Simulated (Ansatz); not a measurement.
The system is Hf2Pd2Se2Br2O3.

```xyz
11
Lattice="-1.8923 2.6721 12.2842 1.8923 -2.6721 12.2842 1.8923 2.6721 -12.2842" Properties=species:S:1:pos:R:3 pbc="T T T"
Hf    0.0000    0.0000   22.6263
Hf    0.0000    0.0000    1.9421
Pd    0.0000    0.0000   16.7881
Pd    0.0000    0.0000    7.7803
Se    0.0000    2.6721    2.8934
Se    1.8923    0.0000    9.3908
Br    0.0000    0.0000   19.3256
Br    0.0000    0.0000    5.2429
O     0.0000    2.6721    9.8571
O     1.8923    0.0000    2.4271
O     0.0000    0.0000    0.0000
```

The cell was built by a generator and needn't be a form met in nature.

Base run:

```yaml
Program: Ansatz 0.2.0
Functional: PBE
Potentials_or_basis: all-electron LAPW, scalar-relativistic
Cutoff: 462 eV
Density_cutoff: 1850 eV
Basis_error_allowed: 0.002 eV/atom
k_mesh: 6 × 6 × 6
Occupations: fermi-dirac, width 0.05 eV
Spin: no spin polarisation
Hubbard_terms: Hf d U = 3 eV, Pd d U = 3 eV
```

Its results: band gap on the k mesh none (metal or under the smearing width); pressure 1.2 GPa; largest force 0.132 eV/Å.

Task: The run is repeated on the same cell with these changes: hubbard terms from Hf d U = 3 eV, Pd d U = 3 eV to Hf d U = 6 eV, Pd d U = 6 eV. What comes out?

Result: Band gap on the k mesh none (metal or under the smearing width); pressure 2.7 GPa; largest force 0.282 eV/Å.

Caveats: the k mesh is thin for a metal, which can move the energy by tens of meV per atom; U is the effective U less J, on atomic orbitals that reach past the spheres; U without spin polarisation on a metal has little footing.

Not every run made on this cell is shown here.
